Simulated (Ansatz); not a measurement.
# Cu: the cost of one run

Computed with Ansatz 0.2.0 (DFT PBEsol, scalar-relativistic, plane waves, PAW, unless a step's input says otherwise).

3 further runs of the same task are left out: 3 set aside as unsound or not needed.

## Step 1: The system as given

Symmetry: P6_3/mmc, No. 194, hexagonal system. Conventional cell: a = 2.521 Å, b = 2.521 Å, c = 4.117 Å, α = 90.00°, β = 90.00°, γ = 120.00°. Around Cu (site symmetry -6m2) lie 12 Cu at 2.52 Å.

Structure file:

```cif
data_structure
_symmetry_space_group_name_H-M 'P 1'
_symmetry_Int_Tables_number 1
_cell_length_a 2.5206
_cell_length_b 2.5206
_cell_length_c 4.1165
_cell_angle_alpha 90.000
_cell_angle_beta 90.000
_cell_angle_gamma 120.000
_cell_volume 22.65
loop_
_atom_site_label
_atom_site_type_symbol
_atom_site_fract_x
_atom_site_fract_y
_atom_site_fract_z
_atom_site_occupancy
Cu1 Cu 0.33333 0.66667 0.25000 1
Cu2 Cu 0.66667 0.33333 0.75000 1
```

It goes back to an entry of the Materials Project, which need not be the stable form.

It is the result of an earlier relaxation at this level (volume 11.32 Å³/atom; gap on the mesh: none (metal)).

The bulk reference comes from a run made before at the same settings: -6588.7662 eV/atom.

## Step 2: Cutting the (001) slab

Planes are indexed in the bulk's conventional cell (P6_3/mmc (No. 194)), a = 2.521 Å, b = 2.521 Å, c = 4.117 Å, α = 90.00°, β = 90.00°, γ = 120.00°.

Cut from the relaxed bulk: a (001) slab, 10.3 Å thick as cut, with 15 Å of vacuum; its outer planes are Cu (top) and Cu (bottom).

The slab as cut. Layers, bottom to top:

| plane | atoms per cell | height over the lowest (Å) |
| --- | --- | --- |
| 1 | Cu | 0.00 |
| 2 | Cu | 2.06 |
| 3 | Cu | 4.12 |
| 4 | Cu | 6.17 |
| 5 | Cu | 8.23 |
| 6 | Cu | 10.29 |

## Step 3: The slab as cut, atoms at the bulk's places

The cell repeats along c, and a dipole correction in the vacuum removes the field between the copies.

input.yaml reads:

```yaml
crystal:
  lattice:
    - [2.5205910253, 0.0, 0.0]
    - [-1.2602955127, 2.1828958605, 0.0]
    - [0.0, 0.0, 25.2913081671]
  atoms:
    - { symbol: Cu, position: [0.6666666667, 0.3333333333, 0.2965445658] }
    - { symbol: Cu, position: [0.3333333333, 0.6666666667, 0.3779267395] }
    - { symbol: Cu, position: [0.6666666667, 0.3333333333, 0.4593089132] }
    - { symbol: Cu, position: [0.3333333333, 0.6666666667, 0.5406910868] }
    - { symbol: Cu, position: [0.6666666667, 0.3333333333, 0.6220732605] }
    - { symbol: Cu, position: [0.3333333333, 0.6666666667, 0.7034554342] }
basis:
  ecutwfc: 420
kpoints:
  mp_grid: { grid: [15, 15, 1] }
hamiltonian:
  xc: pbesol
scf:
  occupations: { method: gaussian, width: 0.1 }
output:
  forces: true
  stress: true
  eigenvalues: true
  write_density: true
  write_potential: true
  elf: true
  volumetric_format: npy
efield:
  axis: 3
  dipole_correction: true
  ramp_width: 0.04
```

The run is started by

```
ansatz run input.yaml --threads 1 --pin off --max-ram 2560MiB --backend cpu --events-out ev --progress --plain --runs-dir out
```

What time and memory should one allow on 1 thread of Arm Neoverse V1, shared host?

About 45 s, with a peak of 0.45 GiB.
